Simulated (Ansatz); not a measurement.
# Sn (reference phase): the cost of one run

Method: DFT PBE, with the methods named in each step, in Ansatz 0.2.0.

## 1. The structure to begin with

Symmetry: Fd-3m, No. 227, cubic system. The conventional cell has a = 6.491 Å, b = 6.491 Å, c = 6.491 Å, α = 90.00°, β = 90.00°, γ = 90.00°. Sn (site symmetry -43m) is surrounded by 4 Sn at 2.81 Å.

As a file:

```
CELL_PARAMETERS angstrom
0.00000 3.24560 3.24560
3.24560 0.00000 3.24560
3.24560 3.24560 0.00000
ATOMIC_POSITIONS crystal
Sn 0.50000 0.50000 0.50000
Sn 0.75000 0.75000 0.75000
```

Atoms are numbered in the order of the input: Sn1, Sn2.

## 2. Relaxed, PAW

The input, input.yaml:

```yaml
crystal:
  lattice:
    - [0.0, 3.2456, 3.2456]
    - [3.2456, 0.0, 3.2456]
    - [3.2456, 3.2456, 0.0]
  atoms:
    - { symbol: Sn, position: [0.5, 0.5, 0.5] }
    - { symbol: Sn, position: [0.75, 0.75, 0.75] }
kpoints:
  mp_grid: { grid: [14, 14, 14] }
scf:
  occupations: { method: fermi_dirac, width: 0.05 }
hamiltonian:
  xc: pbe
  pseudopotentials: { kind: paw }
output:
  forces: true
  stress: true
  write_density: true
  write_potential: true
  elf: true
  volumetric_format: npy
relax:
  f_tol: 0.003
  max_steps: 80
  cell: {}
```

Command:

```
> ansatz run input.yaml --threads 1 --pin off --max-ram 3072MiB --backend cpu --events-out ev --progress --plain --runs-dir out
```

Q: Estimate wall time and peak memory on 1 thread of Arm Neoverse N1, shared host.

About 64 s, with a peak of 0.41 GiB.
